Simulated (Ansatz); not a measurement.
# F2O2W: the cost of one run

Program: Ansatz 0.2.0, Gaussian basis. Level of theory: UKS PBE0/def2-TZVP. These are calculated values, not measurements.

### Step 1. The starting structure

5 atoms, charge 0, spin multiplicity 5.

Atoms are counted from 1 here; the program's logs count them from 0.

Bond lengths: W1–O2 1.756 Å, W1–O3 1.756 Å, W1–F4 1.996 Å, W1–F5 1.996 Å. Angles: O2–W1–O3 127.4°, O2–W1–F4 76.4°, O2–W1–F5 156.2°, O3–W1–F4 156.2°, O3–W1–F5 76.4°, F4–W1–F5 79.7°.

Coordinates:

```xyz
5
charge 0, multiplicity 5
W    -0.0004    0.0000    0.1312
O     0.1393    1.5676    0.9101
O    -0.1452   -1.5680    0.9086
F     0.1201    1.2744   -1.3997
F    -0.1111   -1.2739   -1.4010
```

The start was built by rule and, where that kept it together, relaxed with GFN2-xTB. Sticks and bond lists go by distance. No spin-orbit coupling is included. Elements past krypton take def2 core potentials.

### Step 2. The run

in.yaml

```yaml
crystal:
  periodic: [false, false, false]
  atoms:
    - {symbol: W, position_ang: [-0.000423, -0.000027, 0.131154]}
    - {symbol: O, position_ang: [0.139335, 1.567590, 0.910132]}
    - {symbol: O, position_ang: [-0.145198, -1.567963, 0.908571]}
    - {symbol: F, position_ang: [0.120136, 1.274434, -1.399733]}
    - {symbol: F, position_ang: [-0.111107, -1.273860, -1.401001]}
basis:
  gaussian: {orbitals: def2-TZVP}
magnetization: {spin_polarized: true, initial_magnetization: 4}
hamiltonian: {xc: pbe0}
relax: {f_tol: 0.004, max_steps: 80}
```

Started as:

```sh
> ansatz run in.yaml --threads 1 --pin off --events-out ev --progress --plain --max-ram 2176MiB
```

**Question.** How long does this run take on 1 thread of Intel Xeon 6975P-C, shared host, and how much memory does it need?

About 3.8 min, with a peak of 0.6 GiB.
